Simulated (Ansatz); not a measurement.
# Ni (fcc type): a single-point run

The task is a single-point run on Ni (fcc type).

Method: DFT, PBEsol, PAW with Ansatz's default frozen-core files, scalar-relativistic, in Ansatz 0.2.0.

1 further run of the same task is left out (set aside as unsound or not needed). Runs told in other sessions of the task aren't counted.

### Step 1. The structure to begin with

It takes space group Fm-3m (No. 225, cubic). Conventional cell: a = 2.614 Å, b = 2.614 Å, c = 2.614 Å, α = 90.00°, β = 90.00°, γ = 90.00°. Ni (site symmetry m-3m) is surrounded by 12 Ni at 1.85 Å.

Structure file:

```cif
data_structure
_symmetry_space_group_name_H-M 'P 1'
_symmetry_Int_Tables_number 1
_cell_length_a 1.8484
_cell_length_b 1.8484
_cell_length_c 1.8484
_cell_angle_alpha 60.000
_cell_angle_beta 60.000
_cell_angle_gamma 60.000
_cell_volume 4.47
loop_
_atom_site_label
_atom_site_type_symbol
_atom_site_fract_x
_atom_site_fract_y
_atom_site_fract_z
_atom_site_occupancy
Ni1 Ni 0.00000 0.00000 0.00000 1
```

### Step 2. The calculation

input.yaml

```yaml
crystal:
  lattice:
    - [0.0, 1.3070379138, 1.3070379138]
    - [1.3070379138, 0.0, 1.3070379138]
    - [1.3070379138, 1.3070379138, 0.0]
  atoms:
    - { symbol: Ni, position: [0.0, 0.0, 0.0], spin: 1.0 }
magnetization:
  spin_polarized: true
kpoints:
  mp_grid: { grid: [19, 19, 19] }
  band_path:
    path:
      - [0.0, 0.0, 0.0]
      - [0.5, 0.0, 0.5]
      - [0.625, 0.25, 0.625]
      - [0.375, 0.375, 0.75]
      - [0.0, 0.0, 0.0]
      - [0.5, 0.5, 0.5]
      - [0.5, 0.25, 0.75]
      - [0.5, 0.0, 0.5]
    npoints: 8
scf:
  occupations: { method: fermi_dirac, width: 0.05 }
  mixing: { algorithm: anderson, beta: 0.005, ndim: 1 }
  max_iter: 100
hamiltonian:
  xc: pbesol
  pseudopotentials: { kind: paw }
output:
  forces: true
  stress: true
  eigenvalues: true
  populations: true
```

Started as:

```console
> ansatz run input.yaml --threads 1 --pin off --max-ram 3072MiB --backend cpu --events-out ev --progress --plain --runs-dir out
```

Q: Will this input give a usable result? If not, why, and what should change?

The program finished normally, with warnings (seeded moment not kept, stability check not made). It gives a pressure of 1381 GPa, which is large; a structure far from rest gives such values too, whatever the setting.

The suspect setting: scf.mixing.algorithm is anderson; scf.mixing.beta is 0.005; scf.mixing.ndim is 1. The risk: mixing too weak. The residual crept for many cycles and then fell at once, which so weak a step can't do by itself: the program changed its mixing. Several mixing settings were changed at once, so this run can't tell how much each is to blame.

To check: delete scf.mixing.algorithm, scf.mixing.beta and scf.mixing.ndim (the default then holds).
